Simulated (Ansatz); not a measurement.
## LiF, space group Fm-3m: a breakdown of dispersion, smearing and cutoff terms, step by step

Program: the Ansatz DFT code, driven from Python.

Contents of `lif.xyz`:
```text
2
Lattice="0.0 2.014 2.014 2.014 0.0 2.014 2.014 2.014 0.0" Properties=species:S:1:pos:R:3 pbc="T T T"
Li    0.00000000    0.00000000    0.00000000
F     2.01400000    2.01400000    2.01400000
```

Run as a notebook:

In [1]:
```python
import warnings

import ansatz as az
```

In [2]:
```python
warnings.simplefilter("ignore", az.DeckWarning)
```

In [3]:
```python
lif = az.Crystal.from_extxyz("lif.xyz")
```

In [4]:
```python
[site.symbol for site in lif.resolved().sites]
```
Out [4]:
```text
['Li', 'F']
```

In [5]:
```python
calc = lif.calculation().kpoints(10).occupations(az.OccupationsMethod.FIXED)
with_term = calc.functional("pbe", dispersion="d4").basis(420).cutoff_correction(670).run().report
without = calc.functional("pbe").basis(420).run().report
finer = calc.functional("pbe").basis(670).run().report
removed = az.free_energy_without(with_term, az.EnergyTerm.DISPERSION)
print(f"dispersion term            {with_term['components']['e_disp']:.5f} eV")
print(f"F less dispersion          {removed:.5f} eV, run without it {without['free_energy_ev']:.5f} eV")
print(f"F less smearing term       {az.free_energy_without(without, az.EnergyTerm.SMEARING):.5f} eV")
print(f"estimated gain to 670 eV   {with_term['cutoff_correction']['energy_ev']:.5f} eV, found {finer['free_energy_ev'] - without['free_energy_ev']:.5f} eV")
```
```text
dispersion term            -0.12549 eV
F less dispersion          -1016.16758 eV, run without it -1016.16758 eV
F less smearing term       -1016.16758 eV
estimated gain to 670 eV   -0.00549 eV, found -0.00558 eV
```

What to keep in mind:
- Absolute energies stand on the zero of these potentials, so only differences at equal settings mean something. A total without «per atom» is that of the cell as typed.
- The starting cell is as deposited in a crystallographic database; the results hold for this polymorph, which needn't be the stable one.
- Run time: 2.8 s on 1 thread of Arm Neoverse V1, on a shared host, peak memory 0.32 GiB.
